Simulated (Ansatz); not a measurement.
# Mg2Co: one candidate structure

Where does Mg2Co go from the start given, cubic Laves (C15) type (Fd-3m, No. 227)?

Computed with Ansatz 0.2.0 (DFT r2SCAN, scalar-relativistic, plane waves, PAW, unless a step's input says otherwise).

1 further run of the same task is left out (it didn't finish).

### 1 The system as given

The structure is cubic, space group Fd-3m (No. 227). Conventional cell: a = 7.256 Å, b = 7.256 Å, c = 7.256 Å, α = 90.00°, β = 90.00°, γ = 90.00°. Mg (site symmetry -3m) is surrounded by 6 Mg at 2.57 Å. Around Co (site symmetry -43m) lie 12 Mg at 3.01 Å and 4 Co at 3.14 Å.

Coordinates:

```cif
data_structure
_symmetry_space_group_name_H-M 'P 1'
_symmetry_Int_Tables_number 1
_cell_length_a 5.1306
_cell_length_b 5.1306
_cell_length_c 5.1306
_cell_angle_alpha 60.000
_cell_angle_beta 60.000
_cell_angle_gamma 60.000
_cell_volume 95.50
loop_
_atom_site_label
_atom_site_type_symbol
_atom_site_fract_x
_atom_site_fract_y
_atom_site_fract_z
_atom_site_occupancy
Mg1 Mg 0.62500 0.62500 0.62500 1
Mg2 Mg 0.12500 0.62500 0.62500 1
Mg3 Mg 0.62500 0.62500 0.12500 1
Mg4 Mg 0.62500 0.12500 0.62500 1
Co1 Co 0.00000 0.00000 0.00000 1
Co2 Co 0.25000 0.25000 0.25000 1
```

(A quick probe on a coarse mesh, which set the mesh and smearing, is not shown.)

### 3 Coarse relaxation

The input, input.yaml:

```yaml
crystal:
  lattice:
    - [0.0, 3.6278891941, 3.6278891941]
    - [3.6278891941, 0.0, 3.6278891941]
    - [3.6278891941, 3.6278891941, 0.0]
  atoms:
    - { symbol: Mg, position: [0.625, 0.625, 0.625] }
    - { symbol: Mg, position: [0.125, 0.625, 0.625] }
    - { symbol: Mg, position: [0.625, 0.625, 0.125] }
    - { symbol: Mg, position: [0.625, 0.125, 0.625] }
    - { symbol: Co, position: [0.0, 0.0, 0.0], spin: 2.12 }
    - { symbol: Co, position: [0.25, 0.25, 0.25], spin: 2.12 }
basis:
  ecutwfc: 500
kpoints:
  mp_grid: { grid: [4, 4, 4] }
hamiltonian:
  xc: r2scan
scf:
  occupations: { method: gaussian, width: 0.1 }
  lower_state_search: "off"
output:
  forces: true
  stress: true
  eigenvalues: true
  populations: true
magnetization:
  spin_polarized: true
relax:
  adjacent_minimum: "off"
  f_tol: 0.04
  max_steps: 70
  cell: { stress_tol: 0.4 }
```

The run is started by

```
$ ansatz run input.yaml --threads 1 --pin off --max-ram 2560MiB --backend cpu --events-out ev --progress --plain --runs-dir out
```

Further runs follow: full relaxation; relaxation repeated.

Before running it: what results should come out?

As calculated:

Formation energies count from the elements, computed with the same settings in runs not shown here.

```
                          quantity                                                                      value
               cell (conventional)  a = 7.734 Å, b = 7.734 Å, c = 7.734 Å, α = 90.00°, β = 90.00°, γ = 90.00°
                       space group                                                            Fd-3m (No. 227)
                            volume                                                              19.28 Å³/atom
                   gap on the mesh                                                               none (metal)
formation energy from the elements                                                             +0.676 eV/atom
                    largest moment                                                                    2.14 μB
```

**Reading.** The space group stayed Fd-3m, and from the first guess the volume went from 15.92 to 19.28 Å³/atom. The formation energy of +0.68 eV/atom is positive, so the elements lie lower than this structure; another structure of the compound can lie lower. The magnetic state reached may not be the lowest one.
